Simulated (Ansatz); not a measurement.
# In3Se: how settings move the results

An exercise on one series of results from a longer session: the logs are not shown, and one member is left open.

Method: DFT PBE, scalar-relativistic, plane waves, PAW for the base; runs at other levels say so in their headings and inputs, in Ansatz 0.2.0.

1 further run of the same task is left out (set aside as unsound or not needed).

### The system as given

The structure is cubic, space group Pm-3m (No. 221). The conventional cell has a = 4.804 Å, b = 4.804 Å, c = 4.804 Å, α = 90.00°, β = 90.00°, γ = 90.00°. In (site symmetry 4/mmm) is surrounded by 8 In at 3.40 Å and 4 Se at 3.40 Å. Around Se (site symmetry m-3m) lie 12 In at 3.40 Å.

Structure file:

```cif
data_structure
_symmetry_space_group_name_H-M 'Pm-3m'
_symmetry_Int_Tables_number 221
_cell_length_a 4.8038
_cell_length_b 4.8038
_cell_length_c 4.8038
_cell_angle_alpha 90.000
_cell_angle_beta 90.000
_cell_angle_gamma 90.000
_cell_volume 110.85
loop_
_atom_site_label
_atom_site_type_symbol
_atom_site_symmetry_multiplicity
_atom_site_Wyckoff_symbol
_atom_site_fract_x
_atom_site_fract_y
_atom_site_fract_z
_atom_site_occupancy
In1 In 3 c 0.00000 0.50000 0.50000 1
Se1 Se 1 a 0.00000 0.00000 0.00000 1
```

The structure comes from the Materials Project (structure only); it is used as listed.

### The base input

input.yaml reads:

```yaml
crystal:
  lattice:
    - [4.803758, 0.0, 0.0]
    - [0.0, 4.803758, 0.0]
    - [0.0, 0.0, 4.803758]
  atoms:
    - { symbol: In, position: [0.0, 0.5, 0.5] }
    - { symbol: In, position: [0.5, 0.0, 0.5] }
    - { symbol: In, position: [0.5, 0.5, 0.0] }
    - { symbol: Se, position: [0.0, 0.0, 0.0] }
basis:
  ecutwfc: 420
kpoints:
  mp_grid: { grid: [10, 10, 10] }
hamiltonian:
  xc: pbe
scf:
  occupations: { method: gaussian, width: 0.1 }
output:
  forces: true
  stress: true
  eigenvalues: true
  populations: true
  write_density: true
  write_potential: true
  elf: true
  volumetric_format: npy
```

Its results, from an earlier run: -5565.7775 eV/atom at zero smearing, pressure -0.32 GPa, largest force 0.000 eV/Å, no gap on the mesh, in 7 SCF cycles and 18 s.

Set-up of the first run:

input.yaml reads:

```yaml
crystal:
  lattice:
    - [4.803758, 0.0, 0.0]
    - [0.0, 4.803758, 0.0]
    - [0.0, 0.0, 4.803758]
  atoms:
    - { symbol: In, position: [0.0, 0.5, 0.5] }
    - { symbol: In, position: [0.5, 0.0, 0.5] }
    - { symbol: In, position: [0.5, 0.5, 0.0] }
    - { symbol: Se, position: [0.0, 0.0, 0.0] }
basis:
  ecutwfc: 420
kpoints:
  mp_grid: { grid: [10, 10, 10] }
hamiltonian:
  xc: lda
scf:
  occupations: { method: gaussian, width: 0.1 }
output:
  forces: true
  stress: true
  eigenvalues: true
```

Started as:

```console
ansatz run input.yaml --threads 1 --pin off --max-ram 2560MiB --backend cpu --events-out ev --progress --plain --runs-dir out
```

Among the steps run: Functional set to LDA; Functional: PBEsol; Functional set to r2SCAN; Functional set to HSE06.

One of the session's tables, all rows but one given; the rest of the session is left out.

It belongs to the step «The sweep of the functional side by side». 

| functional | pressure (GPa) |
| --- | --- |
| PBE | -0.3 |
| LDA | -4.3 |
| PBEsol | ? |
| r2SCAN | -1.3 |
| HSE06 | -0.9 |

**Question.** Estimate the row for PBEsol.

**Answer.** pressure (GPa): -3.0. In the column «pressure (GPa)» it lies between LDA (-4.3) and r2SCAN (-1.3).

To keep in mind: Spin polarisation is off in the runs that give these values; a magnetic solution could lie lower. Warnings in the runs' records: filled band counts differ across k points, stress exchange threshold loose, stress scf threshold loose.
